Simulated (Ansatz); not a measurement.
# BGe₂ (quartet): from Hartree-Fock to the top rungs, cc-pVDZ

Aim: climb from Hartree-Fock through coupled cluster and multireference methods for BGe₂ (quartet) at one geometry and basis, and see what each rung misses.

Computed with Ansatz 0.2.0, Gaussian basis. Level: cc-pVDZ, core rule «outside noble gas», up to 29 orbitals frozen.

To be run: UHF; CCSD(T) on ROHF; CCSD(T) on UHF; BCCD(T) on ROHF; CISD as a restricted active space (open shells left free, so some higher excitations enter); CCSDT(Q) on ROHF; CCSDT(Q) on UHF; CASSCF and MRCISD+Q, 11 electrons in 11 orbitals; CASSCF and NEVPT2, 11 electrons in 11 orbitals.

25 further runs of the same task are left out: 1 for a known fault of the program, 14 that didn't finish, 10 set aside as unsound or not needed. Runs told in other sessions of the task aren't counted.

### 1 The geometry

The geometry is a PBE0/def2-TZVP stationary point (not a proven minimum). No spin-orbit coupling is included. The filled d shell of Ge may be among the frozen orbitals whatever the setting's name suggests.

3 atoms, charge 0, spin multiplicity 4.

Atoms are counted from 1 here; the program's logs count them from 0.

Bond lengths: Ge1–B2 2.025 Å, B2–Ge3 2.025 Å. Angles: Ge1–B2–Ge3 180.0°.

### 2 UHF

The input, in.yaml:

```yaml
crystal:
  periodic: [false, false, false]
  atoms:
    - {symbol: Ge, position_ang: [0.000000, 0.000000, 2.025400]}
    - {symbol: B, position_ang: [0.000000, 0.000000, 0.000000]}
    - {symbol: Ge, position_ang: [0.000000, 0.000000, -2.025400]}
basis:
  gaussian: {orbitals: cc-pVDZ}
magnetization: {spin_polarized: true, initial_magnetization: 3}
hamiltonian: {xc: hf}
output: {orbitals: {seedname: orbitals}}
```

Launch:

```console
ansatz run in.yaml --threads 1 --pin off --events-out ev --progress --plain --max-ram 2393MiB
```

Further steps of the session: CCSD(T) on ROHF; CCSD(T) on UHF; BCCD(T) on ROHF; CISD as a restricted active space (open shells left free, so some higher excitations enter); CCSDT(Q) on ROHF; CCSDT(Q) on UHF; CASSCF and MRCISD+Q, 11 electrons in 11 orbitals; CASSCF and NEVPT2, 11 electrons in 11 orbitals.

**Question.** What will the summary of the whole plan be? Wanted: UCCSDT(Q) from the RHF energy; RMP2 from UCCSDT(Q); UMP2 from UCCSDT(Q); RCCSD from UCCSDT(Q); RCCSD(T) from UCCSDT(Q); UCCSD(T) from UCCSDT(Q); RCCSDT(Q) from UCCSDT(Q); MRCISD+Q frontier from UCCSDT(Q); T1 diagnostic.

**Answer**, as computed:

```
                         quantity                      value
    UCCSDT(Q) from the ROHF energy                 -6.1911 eV
              RMP2 from UCCSDT(Q)                +1429.8 meV
              UMP2 from UCCSDT(Q)                +1463.7 meV
             RCCSD from UCCSDT(Q)                 +331.5 meV
          RCCSD(T) from UCCSDT(Q)                  +80.9 meV
          UCCSD(T) from UCCSDT(Q)                  +76.6 meV
         RCCSDT(Q) from UCCSDT(Q)                   +5.8 meV
 MRCISD+Q frontier from UCCSDT(Q)                  +48.9 meV
levels within 1 kcal/mol (43 meV)  RCCSDT, UCCSDT, RCCSDT(Q)
                    T1 diagnostic                      0.028
```

**Reading.** RCCSD(T) misses by +80.9 meV, 1.3 % of the correlation energy. These misses are within one basis, not against nature; the frozen cores of restricted and unrestricted runs differ, which can shift their rows.

With open shells the CI space here admits some higher excitations, so it is larger than plain CISD.
